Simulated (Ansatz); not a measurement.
Input of an Ansatz 0.2.0 run:

The input input.yaml:

```yaml
crystal:
  lattice:
    - [6.48991, -6.67692, -0.04765]
    - [6.48991, 6.67692, -0.04765]
    - [-1.96739, 0.0, 5.7522]
  atoms:
    - { symbol: Ba, position: [0.47917, 0.52083, 0.0] }
    - { symbol: Ba, position: [0.79264, 0.20736, 0.0] }
    - { symbol: V, position: [0.65694, 0.94605, 0.25735], spin: 2.0 }
    - { symbol: V, position: [0.05395, 0.34306, 0.74265], spin: 2.0 }
    - { symbol: V, position: [0.57442, 0.42558, 0.5], spin: 2.0 }
    - { symbol: Tl, position: [0.49835, 0.85629, 0.63726] }
    - { symbol: Tl, position: [0.14371, 0.50165, 0.36274] }
    - { symbol: Tl, position: [0.01508, 0.98492, 0.5] }
    - { symbol: Tl, position: [0.30964, 0.12677, 0.21892] }
    - { symbol: Tl, position: [0.87323, 0.69036, 0.78108] }
    - { symbol: O, position: [0.0039, 0.26325, 0.44275] }
    - { symbol: O, position: [0.59719, 0.60676, 0.67706] }
    - { symbol: O, position: [0.91333, 0.4282, 0.84635] }
    - { symbol: O, position: [0.52536, 0.79943, 0.20594] }
    - { symbol: O, position: [0.68766, 0.41628, 0.31356] }
    - { symbol: O, position: [0.09251, 0.20316, 0.88601] }
    - { symbol: O, position: [0.58372, 0.31234, 0.68644] }
    - { symbol: O, position: [0.79684, 0.90749, 0.11399] }
    - { symbol: O, position: [0.5718, 0.08667, 0.15365] }
    - { symbol: O, position: [0.20057, 0.47464, 0.79406] }
    - { symbol: O, position: [0.73675, 0.9961, 0.55725] }
    - { symbol: O, position: [0.39324, 0.40281, 0.32294] }
kpoints:
  mp_grid: { grid: [2, 2, 4] }
scf:
  occupations: { method: fermi_dirac, width: 0.05 }
hamiltonian:
  xc: pbe
  pseudopotentials: { kind: all_electron, lapw: { basis_error: 0.003 } }
  hubbard:
    sites: [{ species: V, l: d, u_eff: 6 }]
    double_counting: fll
    projectors: ortho-atomic
magnetization:
  spin_polarized: true
output:
  forces: true
  stress: true
  eigenvalues: true
  hubbard: {}
```

Potentials or basis: all-electron LAPW, scalar-relativistic.

The run is started by

```bash
$ ansatz run input.yaml --threads 8 --pin off --max-ram 24576MiB --backend cpu --events-out ev --progress --plain --runs-dir out
```

(1) Predict the band gap on the k mesh.

(2) Estimate the pressure.

(3) Estimate the absolute moment.

(4) What does it give for the largest force?

Results:

(1) 2.94 eV, indirect (least direct gap 2.99 eV).

(2) 0.5 GPa.

(3) 0.00 μB per cell.

(4) 0.250 eV/Å.

Caveat: the magnetic state may not be the lowest; spin-orbit coupling is left out, which as a rule narrows the gap of such compounds by several tenths of an eV; the starting moments weren't kept.
